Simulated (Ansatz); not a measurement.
**C₂H₆AlN: one species, many methods**

One table from this session's results is given with a row withheld; the runs are named, their logs left out.

The runs use Ansatz 0.2.0, Gaussian basis; functionals in def2-TZVPP, the program's frozen cores in correlated methods.

The runs, in order: LDA (SPW92), PBE-D4, revPBE-D4, BLYP-D4, r2SCAN-D4, B97M-V, PBE0-D4, B3LYP-D4, r2SCANh-D4, r2SCAN0-D4, HSE06-D4, BHLYP-D4, CAM-B3LYP-D4, LC-ωPBE, ωB97X-V, ωB97M-V, B2PLYP, PBE-QIDH; CCSD(T)/def2-SVP; CCSD(T)/def2-TZVPP; MP2/def2-QZVPP; extrapolation to the limit; RPA on PBE.

## The relaxed structure

An earlier PBE0-D4 in a triple-zeta def2 set relaxation fixed the geometry.

SMILES `[NH2][Al]1[CH2][CH2]1`, 10 atoms, charge 0, spin multiplicity 1.

Atoms are counted from 1 here; the program's logs count them from 0.

Bond lengths: N1–Al2 1.757 Å, N1–H5 1.007 Å, N1–H6 1.007 Å, Al2–C3 1.896 Å, Al2–C4 1.896 Å, C3–C4 1.607 Å, C3–H7 1.089 Å, C3–H8 1.089 Å, C4–H9 1.089 Å, C4–H10 1.089 Å. Angles: Al2–N1–H5 124.7°, Al2–N1–H6 124.7°, H5–N1–H6 110.6°, N1–Al2–C3 154.9°, N1–Al2–C4 154.9°, C3–Al2–C4 50.1°, Al2–C3–C4 64.9°, Al2–C3–H7 122.6°, Al2–C3–H8 123.0°, C4–C3–H7 113.9°, C4–C3–H8 114.0°, H7–C3–H8 109.7°, Al2–C4–C3 64.9°, Al2–C4–H9 122.6°, Al2–C4–H10 123.0°, C3–C4–H9 113.9°, C3–C4–H10 114.0°, H9–C4–H10 109.7°.

Geometry (Å):

```xyz
10
C2H6AlN
N    -1.6563    1.2381   -1.0406
Al   -0.3974    0.2980   -0.2532
C     0.6238   -1.2640    0.0823
C     1.0422    0.0220    0.9496
H    -2.2803    0.8830   -1.7462
H    -1.8535    2.2064   -0.8485
H     0.2472   -2.0947    0.6773
H     1.4039   -1.6180   -0.5900
H     2.0509    0.3807    0.7499
H     0.9026   -0.1027    2.0223
```

Set-up of the first run:

The input, in.yaml:

```yaml
crystal:
  periodic: [false, false, false]
  atoms:
    - {symbol: N, position_ang: [-1.656289, 1.238093, -1.040586]}
    - {symbol: Al, position_ang: [-0.397365, 0.297982, -0.253154]}
    - {symbol: C, position_ang: [0.623809, -1.263974, 0.082285]}
    - {symbol: C, position_ang: [1.042186, 0.022026, 0.949607]}
    - {symbol: H, position_ang: [-2.280284, 0.883005, -1.746181]}
    - {symbol: H, position_ang: [-1.853460, 2.206380, -0.848548]}
    - {symbol: H, position_ang: [0.247159, -2.094715, 0.677253]}
    - {symbol: H, position_ang: [1.403861, -1.617968, -0.590034]}
    - {symbol: H, position_ang: [2.050904, 0.380655, 0.749925]}
    - {symbol: H, position_ang: [0.902578, -0.102683, 2.022335]}
basis:
  gaussian: {orbitals: def2-TZVPP}
hamiltonian: {xc: lda}
output: {orbitals: {seedname: orbitals}}
```

The run is started by

```sh
$ ansatz run in.yaml --threads 2 --pin off --events-out ev --progress --plain --max-ram 4352MiB
```

Among the steps run: LDA; PBE-D4 (GGA); revPBE-D4 (GGA); BLYP-D4 (GGA); r2SCAN-D4 (meta-GGA); B97M-V (meta-GGA); PBE0-D4 (hybrid); B3LYP-D4 (hybrid); r2SCANh-D4 (hybrid); r2SCAN0-D4 (hybrid); HSE06-D4 (hybrid); BHLYP-D4 (hybrid); CAM-B3LYP-D4 (range-separated); LC-ωPBE (range-separated); ωB97X-V (range-separated); ωB97M-V (range-separated); B2PLYP (double hybrid); PBE-QIDH (double hybrid).

One table of the session follows, with a row left open; its other results are not shown here.

It belongs to the step «Orbital energies across the functionals». 

| functional | HOMO (eV) | gap (eV) |
| --- | --- | --- |
| LDA (SPW92) | -4.70 | 3.29 |
| PBE-D4 | -4.57 | 3.34 |
| revPBE-D4 | -4.51 | 3.39 |
| BLYP-D4 | -4.45 | 3.27 |
| r2SCAN-D4 | ? | ? |
| B97M-V | -4.78 | 3.69 |
| PBE0-D4 | -5.69 | 5.27 |
| B3LYP-D4 | -5.51 | 4.80 |
| r2SCANh-D4 | -5.16 | 4.61 |
| r2SCAN0-D4 | -5.80 | 5.63 |
| HSE06-D4 | -5.29 | 4.50 |
| BHLYP-D4 | -6.73 | 7.01 |
| CAM-B3LYP-D4 | -7.04 | 7.47 |
| LC-ωPBE | -8.36 | 10.00 |
| ωB97X-V | -8.02 | 9.46 |
| ωB97M-V | -7.88 | 8.97 |

Q: Estimate the row for r2SCAN-D4 from the others.

Worked estimate for «HOMO (eV)». Against the share of exact exchange, r2SCANh-D4 (0.1, -5.16), r2SCAN0-D4 (0.25, -5.80) give a slope of -4.27 per unit share; at 0 the line stands at -4.73.

**Answer.** HOMO (eV): -4.74; gap (eV): 3.93. In «HOMO (eV)» the line misses by +0.01.
